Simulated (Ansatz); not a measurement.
# CH4BInO: one species, many methods

An exercise on one series of results from a longer session: the logs are not shown, and one member is left open.

Computed with Ansatz 0.2.0, Gaussian basis. Level: functionals in def2-TZVPP, the program's frozen cores in correlated methods.

Levels to be run: LDA (SPW92), PBE-D4, revPBE-D4, BLYP-D4, r2SCAN-D4, B97M-V, PBE0-D4, B3LYP-D4, r2SCANh-D4, r2SCAN0-D4, HSE06-D4, BHLYP-D4, CAM-B3LYP-D4, LC-ωPBE, ωB97X-V, ωB97M-V, B2PLYP, PBE-QIDH; CCSD(T)/def2-SVP; CCSD(T)/def2-TZVPP; MP2/def2-QZVPP; extrapolation to the limit; RPA on PBE.

1 further run of the same task is left out (for a known fault of the program).

**Structure used throughout**

An earlier PBE0-D4 in a triple-zeta def2 set relaxation fixed the geometry. In takes the def2 core potential; no spin-orbit term is included.

SMILES `B1[CH2][InH][O]1`, 8 atoms, charge 0, spin multiplicity 1.

Atoms are counted from 1 here; the program's logs count them from 0.

Bond lengths: B1–C2 1.606 Å, B1–O4 1.342 Å, B1–H5 1.208 Å, C2–In3 2.144 Å, C2–H6 1.092 Å, C2–H7 1.093 Å, In3–O4 2.103 Å, In3–H8 1.700 Å. Angles: C2–B1–O4 113.6°, C2–B1–H5 124.2°, O4–B1–H5 122.2°, B1–C2–In3 83.5°, B1–C2–H6 117.1°, B1–C2–H7 117.0°, In3–C2–H6 115.0°, In3–C2–H7 115.0°, H6–C2–H7 107.9°, C2–In3–O4 71.2°, C2–In3–H8 167.7°, O4–In3–H8 121.2°, B1–O4–In3 91.8°.

The first run:

File in.yaml:

```yaml
crystal:
  periodic: [false, false, false]
  atoms:
    - {symbol: B, position_ang: [-0.717950, 0.557942, -0.707656]}
    - {symbol: C, position_ang: [0.604925, 0.704010, 0.191703]}
    - {symbol: In, position_ang: [0.234138, -1.360518, 0.636958]}
    - {symbol: O, position_ang: [-1.258000, -0.669771, -0.673592]}
    - {symbol: H, position_ang: [-1.197355, 1.454479, -1.359623]}
    - {symbol: H, position_ang: [0.551011, 1.378397, 1.049507]}
    - {symbol: H, position_ang: [1.542730, 0.901343, -0.332870]}
    - {symbol: H, position_ang: [0.240501, -2.965882, 1.195564]}
basis:
  gaussian: {orbitals: def2-TZVPP}
hamiltonian: {xc: lda}
output: {orbitals: {seedname: orbitals}}
```

On the command line:

```console
$ ansatz run in.yaml --threads 2 --pin off --events-out ev --progress --plain --max-ram 4352MiB
```

Steps of the session up to this table: LDA; PBE-D4 (GGA); revPBE-D4 (GGA); BLYP-D4 (GGA); r2SCAN-D4 (meta-GGA); B97M-V (meta-GGA); PBE0-D4 (hybrid); B3LYP-D4 (hybrid); r2SCANh-D4 (hybrid); r2SCAN0-D4 (hybrid); HSE06-D4 (hybrid); BHLYP-D4 (hybrid); CAM-B3LYP-D4 (range-separated); LC-ωPBE (range-separated); ωB97X-V (range-separated); ωB97M-V (range-separated); B2PLYP (double hybrid); PBE-QIDH (double hybrid).

One table of the session follows, with a row left open; its other results are not shown here.

```
  functional  HOMO (eV)  LUMO (eV)  gap (eV)
 LDA (SPW92)      -5.96      -2.68      3.28
      PBE-D4      -5.81      -2.41      3.40
   revPBE-D4          ?          ?         ?
     BLYP-D4      -5.74      -2.39      3.34
   r2SCAN-D4      -6.05      -2.12      3.93
      B97M-V      -6.16      -2.41      3.75
     PBE0-D4      -7.15      -1.68      5.47
    B3LYP-D4      -6.98      -1.97      5.00
  r2SCANh-D4      -6.56      -1.87      4.70
  r2SCAN0-D4      -7.32      -1.51      5.82
    HSE06-D4      -6.75      -2.04      4.72
    BHLYP-D4      -8.34      -1.06      7.27
CAM-B3LYP-D4      -8.54      -0.92      7.62
     LC-ωPBE      -9.80       0.18      9.98
     ωB97X-V      -9.48       0.06      9.54
     ωB97M-V      -9.38      -0.25      9.12
```

Q: Estimate the row for revPBE-D4 from the others.

The run gave: HOMO (eV): -5.75; LUMO (eV): -2.30; gap (eV): 3.45. In the column «HOMO (eV)» it lies between PBE-D4 (-5.81) and BLYP-D4 (-5.74).

To keep in mind: All levels share the lack of spin-orbit coupling, which lowers the free heavy atoms and so the true binding.
